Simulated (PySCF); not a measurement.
# [Pr(OH)4]−: other functionals and bases at one geometry

An exercise on one series of results from a longer session: the logs are not shown, and one member is left open.

Computed with PySCF 2.14.0. Level: several levels, as the steps say, no spin–orbit coupling.

2 further runs of the same task are left out: 2 for a known fault of the program. Runs told in other sessions of the task aren't counted.

## The system as given

9 atoms, charge -1, spin multiplicity 1.

Bond lengths: Pr1–O2 2.215 Å, Pr1–O4 2.215 Å, Pr1–O6 2.215 Å, Pr1–O8 2.215 Å, O2–H3 0.966 Å, O4–H5 0.966 Å, O6–H7 0.966 Å, O8–H9 0.966 Å. Angles: O2–Pr1–O4 109.3°, O2–Pr1–O6 109.5°, O2–Pr1–O8 109.5°, O4–Pr1–O6 109.5°, O4–Pr1–O8 109.5°, O6–Pr1–O8 109.3°, Pr1–O2–H3 175.9°, Pr1–O4–H5 175.9°, Pr1–O6–H7 175.9°, Pr1–O8–H9 175.9°.

Geometry (Å):

```xyz
9
H4O4Pr
Pr    0.0000    0.0000    0.0000
O     1.4102    1.1301    1.2812
H     1.9848    1.6790    1.8297
O    -1.4102   -1.1301    1.2812
H    -1.9848   -1.6790    1.8297
O     1.1300   -1.4101   -1.2811
H     1.6789   -1.9848   -1.8297
O    -1.1300    1.4101   -1.2811
H    -1.6789    1.9848   -1.8297
```

Formal oxidation states: Pr +3. Each metal's 2 4f electrons lie in its core potential, so multiplicities, spins and levels count the valence alone. An earlier session relaxed this geometry at TPSS, Pr lcecp-1-SVP with ECP48, O def2-SVP, H def2-SVP (singlet, point group D2).

At TPSS on the finer grid: E = -336.228647 Eh, HOMO -0.76 eV, LUMO 3.45 eV, Mulliken charge on Pr1 +0.74 e, largest force component 0.003 eV/Å. 

Levels to run: BP86; M06-L; CAM-B3LYP; revPBE; TPSS, TZVP. Hardware: 2 threads of Arm Neoverse V1, shared host.

The first run:

run.py (the lines that set the calculation)

```python
mol = gto.M(atom='''
Pr     0.00000     0.00000     0.00000
O      1.41016     1.13006     1.28115
H      1.98483     1.67901     1.82967
O     -1.41016    -1.13006     1.28115
H     -1.98483    -1.67901     1.82967
O      1.13004    -1.41014    -1.28114
H      1.67895    -1.98481    -1.82967
O     -1.13004     1.41014    -1.28114
H     -1.67895     1.98481    -1.82967''',
    basis={'Pr': 'lcecp-1-SVP', 'O': 'def2-SVP', 'H': 'def2-SVP'},
    ecp={'Pr': 'lcecp-1-SVP'},
    charge=-1, spin=0)
mf = dft.RKS(mol, xc='B88,P86')
mf.grids.atom_grid = (75, 302)  # f atoms: unpruned, at least (60, 302)
mf = mf.density_fit()  # fitting sets: Pr AutoAux, O def2-universal-JKFIT, H def2-universal-JKFIT
mf.conv_tol = 1e-08; mf.max_cycle = 55
mf.kernel(dm0)  # dm0: the density of the relaxed state
```

Started as:

```console
OMP_NUM_THREADS=2 python run.py
```

Among the steps run: BP86; M06-L; CAM-B3LYP; revPBE; TPSS, TZVP.

One table of the session follows, with a row left open; its other results are not shown here.

```
              level  HOMO (eV)  gap (eV)  charge on Pr1 (e)  largest force component (eV/Å)
TPSS (relaxed here)      -0.76      4.21               0.74                            0.00
               BP86          ?         ?                  ?                               ?
              M06-L      -0.82      5.12               1.06                            0.42
          CAM-B3LYP      -3.79      8.11               0.84                            0.28
             revPBE      -0.62      3.91               0.64                            0.06
         TPSS, TZVP      -1.25      4.49               1.50                            0.28
```

Estimate the missing values for BP86.

As computed: HOMO (eV): -0.79; gap (eV): 4.19; charge on Pr1 (e): 0.61; largest force component (eV/Å): 0.05. In the column «HOMO (eV)» it lies between M06-L (-0.82) and TPSS (relaxed here) (-0.76).

In one basis the HOMO–LUMO gap runs from 3.91 eV (revPBE) to 8.11 eV (CAM-B3LYP). The largest leftover force, 0.42 eV/Å with M06-L, stands at a geometry relaxed at another level. With 4f in the core, its levels are missing from HOMO and gap, and its count is fixed, so no charge can pass from the ligands into it. Total energies of different levels can't be compared.
